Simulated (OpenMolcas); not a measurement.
# W²⁺ among point charges: CASSCF and CASPT2 levels and susceptibility

How does a field of 5 point charges split the states of W²⁺, and what χT follows?

Program: OpenMolcas 26.06. Level of theory: state-averaged CASSCF and CASPT2, spin-orbit coupling by RASSI with atomic mean-field integrals. These are calculated values, not measurements, unless marked.

**1. Starting point**

| Quantity | Value |
| --- | --- |
| Species | W²⁺ (tungsten, Z = 74, 72 electrons) |
| Basis | ANO-RCC-VDZP [7s6p4d2f1g], 68 functions |
| Scalar Hamiltonian | DKH2, point nucleus |
| Inactive shells | 1s 2s 2p 3s 3p 3d 4s 4p 4d 4f 5s 5p |
| Active space | 4 electrons in 5 orbitals (5d) |
| Some configurations of this space | 5d⁴ |
| Orbitals | optimised for each spin and parity, averaged over all roots |

The outer shells:

5d4
```
5d [↑ ][↑ ][↑ ][↑ ][  ]
```

The ion sits among 5 point charges of -1.5 e arranged as a trigonal bipyramid (D3h), 2.3 Å from the ion, with the axial distance 2.622 Å.

The work runs as a chain of OpenMolcas steps in one folder; each step below is one input file. Labels, J, g values, rates, χT and fits are worked out afterwards by a script from the matrices that RASSI stores.

**2. GATEWAY and SEWARD: basis and integrals**

a.inp

```
&GATEWAY
Coord
1

W 0.0 0.0 0.0
Basis=ANO-RCC-VDZP
Group=NoSym
NoMove
AngMom=0.0 0.0 0.0
AMFI
XField
5 Angstrom 0
2.300000 0.000000 0.000000 -1.500000
-1.150000 1.991858 0.000000 -1.500000
-1.150000 -1.991858 0.000000 -1.500000
0.000000 0.000000 2.622000 -1.500000
0.000000 0.000000 -2.622000 -1.500000
&SEWARD
```

Command:

```
OMP_NUM_THREADS=1 MOLCAS_MEM=1689 MOLCAS_PROJECT=a pymolcas a.inp > a.log
```

**3. Reference wave functions, quintets, 5 roots**

a.inp

```
&RASSCF
FileOrb=start.orb
Symmetry=1
Spin=5
nActEl=4 0 0
Inactive=34
Ras2=5
CIRoot=5 5 1
SDav=5
CIMx=300
Iter=120 100
PrWF=0.3
OrbListing=Nothing
MaxOrb=0
>>> COPY $Project.JobIph JOB001
```

start.orb holds the contracted functions of the basis, ordered by shell, or the orbitals of the step before.

**4. CASSCF: triplets, 45 roots**

a.inp

```
&RASSCF
FileOrb=start.orb
Symmetry=1
Spin=3
nActEl=4 0 0
Inactive=34
Ras2=5
CIRoot=45 45 1
SDav=45
CIMx=300
Iter=120 100
PrWF=0.3
OrbListing=Nothing
MaxOrb=0
>>> COPY $Project.JobIph JOB002
```

**5. Reference wave functions, singlets, 50 roots**

a.inp

```
&RASSCF
FileOrb=start.orb
Symmetry=1
Spin=1
nActEl=4 0 0
Inactive=34
Ras2=5
CIRoot=50 50 1
SDav=50
CIMx=300
Iter=120 100
PrWF=0.3
OrbListing=Nothing
MaxOrb=0
>>> COPY $Project.JobIph JOB003
```

**6. RASSI: spin-orbit coupling between the states**

a.inp

```
&RASSI
NrOfJobIphs=3 5 45 50
1 2 3 4 5
1 2 3 4 5 6 7 8 9 10 11 12 13 14 15 16 17 18 19 20 21 22 23 24 25 26 27
28 29 30 31 32 33 34 35 36 37 38 39 40 41 42 43 44 45
1 2 3 4 5 6 7 8 9 10 11 12 13 14 15 16 17 18 19 20 21 22 23 24 25 26 27
28 29 30 31 32 33 34 35 36 37 38 39 40 41 42 43 44 45 46 47 48 49 50
IphNames
JOB001
JOB002
JOB003
EJob
SpinOrbit
DIPRint=1.0
SOCoupling=1000.0
Subsets=2
Property=9
'ANGMOM' 1 'ANGMOM' 2 'ANGMOM' 3 'MLTPL  1' 1 'MLTPL  1' 2 'MLTPL  1' 3
'AMFI' 1 'AMFI' 2 'AMFI' 3
SOProperty=3
'ANGMOM' 1 'ANGMOM' 2 'ANGMOM' 3
```

**7. CASPT2: IPEA 0.25, imaginary shift 0.1 (closed shells correlated: 4f 5s 5p)**

a.inp

```
>>> COPY JOB001 $Project.JobIph
&CASPT2
Multistate=5 1 2 3 4 5
NoMult
Frozen=23
IPEA=0.25
Imaginary=0.1
MaxIter=60
WThr=0.0 0.3 0.05
PrWF=0.5
NoMix
>>> COPY JOB002 $Project.JobIph
&CASPT2
Multistate=45 1 2 3 4 5 6 7 8 9 10 11 12 13 14 15 16 17 18 19 20 21 22
23 24 25 26 27 28 29 30 31 32 33 34 35 36 37 38 39 40 41 42 43 44 45
NoMult
Frozen=23
IPEA=0.25
Imaginary=0.1
MaxIter=60
WThr=0.0 0.3 0.05
PrWF=0.5
NoMix
>>> COPY JOB003 $Project.JobIph
&CASPT2
Multistate=50 1 2 3 4 5 6 7 8 9 10 11 12 13 14 15 16 17 18 19 20 21 22
23 24 25 26 27 28 29 30 31 32 33 34 35 36 37 38 39 40 41 42 43 44 45 46
47 48 49 50
NoMult
Frozen=23
IPEA=0.25
Imaginary=0.1
MaxIter=60
WThr=0.0 0.3 0.05
PrWF=0.5
NoMix
```

(Steps that only read results are left out.)

Q: Predict the outcome of this session. Wanted: spin-free ground state; first state of the same spin within the active space; lowest level; next level.

The runs gave:

| quantity | value |
| --- | --- |
| method | SS-CASPT2, IPEA 0.25, imaginary shift 0.1 (closed shells correlated: 4f 5s 5p) |
| spin-free ground state | 5A1, 1-fold in its orbital part |
| first state of the same spin within the active space | 5E at 4450 cm⁻¹ |
| lowest level | 1-fold |
| next level | 1291.6 cm⁻¹ |
| χT at 300 K | 0.33 cm³ K/mol |
| effective moment at 300 K | 1.64 μB |

Cost by method:

| method | time of its own steps | time with the reference |
| --- | --- | --- |
| A. CASSCF | 30 s | 30 s |
| B. SS-CASPT2, IPEA 0.25, imaginary shift 0.1, +4f 5s 5p | 34 s | 64 s |

Times are of one thread on a shared host.

The spin-free ground state (5A1) comes to 100 % from free-ion D terms and keeps the highest spin of the shell. χT at 300 K is 0.33, against 3.01 cm³ K/mol for the spin alone, so spin-orbit coupling lowers it. An active space of the d shell alone favours high spin; real ions in strong fields can be low spin. CASPT2 does not keep the components of a term degenerate, and the means are used. The field of point charges can differ much from that of real complexes. With metal d orbitals alone active, the gaps between spin states are rough; where two lie within a few thousand cm-1, their order is open. This is an electrostatic model: the charges have no orbitals.
